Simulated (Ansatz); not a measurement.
# GeH14N2Si4: the cost of one run

The runs use Ansatz 0.2.0, Gaussian basis; the settings change from run to run.

### 1 The molecule

The structure was relaxed beforehand with PBE0-D4 in a triple-zeta def2 set.

SMILES `[SiH3][N]([SiH3])[GeH2][N]([SiH3])[SiH3]`, 21 atoms, charge 0, spin multiplicity 1.

Atoms are counted from 1 here; the program's logs count them from 0.

Bond lengths: Si1–N2 1.731 Å, Si1–H8 1.487 Å, Si1–H9 1.487 Å, Si1–H10 1.489 Å, N2–Si3 1.734 Å, N2–Ge4 1.845 Å, Si3–H11 1.488 Å, Si3–H12 1.487 Å, Si3–H13 1.487 Å, Ge4–N5 1.845 Å, Ge4–H14 1.537 Å, Ge4–H15 1.537 Å, N5–Si6 1.731 Å, N5–Si7 1.734 Å, Si6–H16 1.487 Å, Si6–H17 1.489 Å, Si6–H18 1.487 Å, Si7–H19 1.487 Å and more. Angles: N2–Si1–H8 110.8°, N2–Si1–H9 107.8°, N2–Si1–H10 112.2°, H8–Si1–H9 109.6°, H8–Si1–H10 107.8°, H9–Si1–H10 108.7°, Si1–N2–Si3 121.1°, Si1–N2–Ge4 120.5°, Si3–N2–Ge4 118.4°, N2–Si3–H11 112.2°, N2–Si3–H12 110.4°, N2–Si3–H13 108.0°, H11–Si3–H12 108.1°, H11–Si3–H13 108.6°, H12–Si3–H13 109.4°, N2–Ge4–N5 108.1°, N2–Ge4–H14 111.2°, N2–Ge4–H15 106.5° and more.

As a file:

```mol
GeH14N2Si4
  3D, bonds by distance, orders not assigned

 21 20  0  0  0  0  0  0  0  0999 V2000
    1.5954   -2.1575   -1.2676 Si  0  0
    0.3827   -0.9297   -1.1293 N   0  0
    0.3516    0.4231   -2.2134 Si  0  0
   -0.8695   -0.9994    0.2233 Ge  0  0
   -0.7246    0.5477    1.2181 N   0  0
   -2.0830    1.6074    1.3869 Si  0  0
    0.8103    0.9369    1.9238 Si  0  0
    2.2003   -2.4523    0.0583 H   0  0
    2.6458   -1.6584   -2.1949 H   0  0
    1.0467   -3.4308   -1.8100 H   0  0
    1.4139    1.4172   -1.9028 H   0  0
    0.5401   -0.0316   -3.6167 H   0  0
   -0.9733    1.0865   -2.0826 H   0  0
   -2.2991   -1.0191   -0.3419 H   0  0
   -0.5317   -2.2387    1.0676 H   0  0
   -1.5953    2.8782    1.9866 H   0  0
   -3.1340    1.0328    2.2709 H   0  0
   -2.7060    1.8879    0.0661 H   0  0
    1.6546   -0.2872    1.8874 H   0  0
    0.6402    1.3767    3.3342 H   0  0
    1.5106    2.0205    1.1833 H   0  0
  1  2  8  0
  2  3  8  0
  2  4  8  0
  4  5  8  0
  5  6  8  0
  5  7  8  0
  1  8  8  0
  1  9  8  0
  1 10  8  0
  3 11  8  0
  3 12  8  0
  3 13  8  0
  4 14  8  0
  4 15  8  0
  6 16  8  0
  6 17  8  0
  6 18  8  0
  7 19  8  0
  7 20  8  0
  7 21  8  0
M  END
```

### 2 PBE/def2-mTZVPP

Set apart from the defaults: charge +1, multiplicity 2, atoms shaken by 0.08 Å.

in.yaml

```yaml
crystal:
  periodic: [false, false, false]
  atoms:
    - {symbol: Si, position_ang: [1.704358, -2.190933, -1.042669]}
    - {symbol: N, position_ang: [0.524798, -0.903566, -1.091944]}
    - {symbol: Si, position_ang: [0.339727, 0.446395, -2.315299]}
    - {symbol: Ge, position_ang: [-0.907176, -1.121603, 0.136150]}
    - {symbol: N, position_ang: [-0.752589, 0.573450, 1.167059]}
    - {symbol: Si, position_ang: [-2.082789, 1.506323, 1.537927]}
    - {symbol: Si, position_ang: [0.674068, 0.999575, 1.841886]}
    - {symbol: H, position_ang: [2.242542, -2.471342, 0.150939]}
    - {symbol: H, position_ang: [2.634211, -1.700820, -2.065966]}
    - {symbol: H, position_ang: [1.057984, -3.397434, -1.827103]}
    - {symbol: H, position_ang: [1.472706, 1.411392, -1.834264]}
    - {symbol: H, position_ang: [0.605226, 0.046214, -3.591717]}
    - {symbol: H, position_ang: [-0.930468, 1.208315, -2.003662]}
    - {symbol: H, position_ang: [-2.494908, -1.003177, -0.307751]}
    - {symbol: H, position_ang: [-0.463018, -2.211188, 1.120151]}
    - {symbol: H, position_ang: [-1.642449, 2.794619, 1.982862]}
    - {symbol: H, position_ang: [-3.116585, 0.953986, 2.331625]}
    - {symbol: H, position_ang: [-2.619081, 1.677445, 0.009582]}
    - {symbol: H, position_ang: [1.604412, -0.222819, 1.908953]}
    - {symbol: H, position_ang: [0.634020, 1.502829, 3.295957]}
    - {symbol: H, position_ang: [1.418318, 2.084187, 1.131711]}
basis:
  gaussian: {orbitals: def2-mTZVPP}
total_charge: 1
magnetization: {spin_polarized: true, initial_magnetization: 1}
hamiltonian: {xc: {name: PBE}}
```

Started as:

```console
ansatz run in.yaml --threads 4 --pin off --events-out ev --progress --plain --max-ram 46080MiB --backend cpu
```

Q: Estimate wall time and peak memory on 4 threads of AMD EPYC 7R13, shared host.

About 17 s, with a peak of 0.78 GiB.
